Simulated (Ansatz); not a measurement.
# Te8HPd4: the cost of one run

All numbers below are computed with Ansatz 0.2.0 (DFT PBEsol, plane waves, PAW, scalar-relativistic, no spin polarisation).

**1. Starting point**

The cell holds 13 atoms (HPd4Te8): a = 6.507 Å, b = 6.507 Å, c = 8.048 Å, α = 71.99°, β = 71.99°, γ = 64.77°.

Structure file:

```xyz
13
Lattice="-2.0120 3.4849 5.1130 4.0240 0.0000 5.1130 4.0240 6.9698 0.0000" Properties=species:S:1:pos:R:3 pbc="T T T"
Te    4.0240    2.3233    6.4745
Te    2.0120    1.1616    3.7515
Pd    0.0000    0.0000    0.0000
Te    6.0360    5.8081    6.4745
Te    4.0240    4.6465    3.7515
Pd    2.0120    3.4849    0.0000
Te    2.0120    5.8081    6.4745
Te    0.0000    4.6465    3.7515
Pd    2.0120    3.4849    5.1130
Te    4.0240    9.2930    6.4745
Te    2.0120    8.1314    3.7515
Pd    4.0240    6.9698    5.1130
H     2.0048    3.4298    2.6116
```

**2. Preparing the start**

Contents of input.yaml:

```yaml
crystal:
  lattice:
    - [-2.012, 3.484886, 5.113]
    - [4.024, 0.0, 5.113]
    - [4.024, 6.969772, 0.0]
  atoms:
    - { symbol: Te, position: [0.2998067, 0.9664733, 0.18343] }
    - { symbol: Te, position: [0.2001933, 0.5335267, 0.06657] }
    - { symbol: Pd, position: [0.0, 0.0, 0.0] }
    - { symbol: Te, position: [0.2998067, 0.9664733, 0.68343] }
    - { symbol: Te, position: [0.2001933, 0.5335267, 0.56657] }
    - { symbol: Pd, position: [0.0, 0.0, 0.5] }
    - { symbol: Te, position: [0.7998067, 0.4664733, 0.43343] }
    - { symbol: Te, position: [0.7001933, 0.0335267, 0.31657] }
    - { symbol: Pd, position: [0.5, 0.5, 0.25] }
    - { symbol: Te, position: [0.7998067, 0.4664733, 0.93343] }
    - { symbol: Te, position: [0.7001933, 0.0335267, 0.81657] }
    - { symbol: Pd, position: [0.5, 0.5, 0.75] }
    - { symbol: H, position: [0.2523275, 0.2584471, 0.3659328] }
basis:
  ecutwfc: 420.0
kpoints:
  mp_grid: { grid: [3, 3, 2] }
hamiltonian:
  xc: pbesol
scf:
  occupations: { method: fermi_dirac, width: 0.05 }
  lower_state_search: "off"
relax:
  f_tol: 0.08
  max_steps: 25
  adjacent_minimum: "off"
```

The run is started by

```sh
ansatz run input.yaml --threads 4 --pin off --max-ram 10240MiB --backend cpu --events-out ev --progress --plain --runs-dir out
```

**Question.** How long does this run take on 4 threads of Intel Xeon Platinum 8375C at 2.90GHz (Ice Lake), shared host, and how much memory does it need?

About 69 s, with a peak of 1.2 GiB.
